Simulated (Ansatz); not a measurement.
# C3H4F4O: the cost of one run

Program: Ansatz 0.2.0, Gaussian basis. Level of theory: the settings change from run to run. These are calculated values, not measurements.

### 1 The geometry

An earlier PBE0-D4 in a triple-zeta def2 set relaxation fixed the geometry.

SMILES `OC(C(F)F)C(F)F`, 12 atoms, charge 0, spin multiplicity 1.

Atoms are counted from 1 here; the program's logs count them from 0.

Bond lengths: O1–C2 1.394 Å, O1–H9 0.964 Å, C2–C3 1.521 Å, C2–C6 1.524 Å, C2–H10 1.094 Å, C3–F4 1.357 Å, C3–F5 1.355 Å, C3–H11 1.094 Å, C6–F7 1.352 Å, C6–F8 1.359 Å, C6–H12 1.093 Å. Angles: C2–O1–H9 108.1°, O1–C2–C3 110.6°, O1–C2–C6 112.3°, O1–C2–H10 107.6°, C3–C2–C6 112.1°, C3–C2–H10 106.9°, C6–C2–H10 107.0°, C2–C3–F4 109.8°, C2–C3–F5 110.8°, C2–C3–H11 111.4°, F4–C3–F5 107.6°, F4–C3–H11 108.9°, F5–C3–H11 108.2°, C2–C6–F7 109.6°, C2–C6–F8 109.5°, C2–C6–H12 113.2°, F7–C6–F8 107.2°, F7–C6–H12 108.7° and more.

### 2 B97M-V/def2-TZVPD

This run has relativity set to scalar, high accuracy, the search for lower states set to full.

The input, in.yaml:

```yaml
crystal:
  periodic: [false, false, false]
  atoms:
    - {symbol: O, position_ang: [0.385336, 0.615353, -1.522227]}
    - {symbol: C, position_ang: [-0.331289, 0.203630, -0.399996]}
    - {symbol: C, position_ang: [-0.253069, -1.307071, -0.238779]}
    - {symbol: F, position_ang: [-1.046963, -1.702620, 0.788788]}
    - {symbol: F, position_ang: [1.013203, -1.694383, 0.048472]}
    - {symbol: C, position_ang: [0.098697, 0.938947, 0.863625]}
    - {symbol: F, position_ang: [-0.351606, 2.213117, 0.823586]}
    - {symbol: F, position_ang: [1.455212, 0.993323, 0.916069]}
    - {symbol: H, position_ang: [1.324040, 0.588960, -1.304732]}
    - {symbol: H, position_ang: [-1.383109, 0.450379, -0.571123]}
    - {symbol: H, position_ang: [-0.569131, -1.822417, -1.150266]}
    - {symbol: H, position_ang: [-0.264320, 0.467582, 1.780681]}
basis:
  gaussian: {orbitals: def2-TZVPD}
hamiltonian: {xc: {name: B97M-V}, pseudopotentials: {relativity: scalar}}
accuracy: high
scf: {lower_state_search: full}
output: {forces: true}
```

The run is started by

```
$ ansatz run in.yaml --threads 4 --pin off --events-out ev --progress --plain --max-ram 11315MiB
```

**Question.** How long does this run take on 4 threads of Arm Neoverse V2, shared host, and how much memory does it need?

About 1.8 min, with a peak of 4.4 GiB.
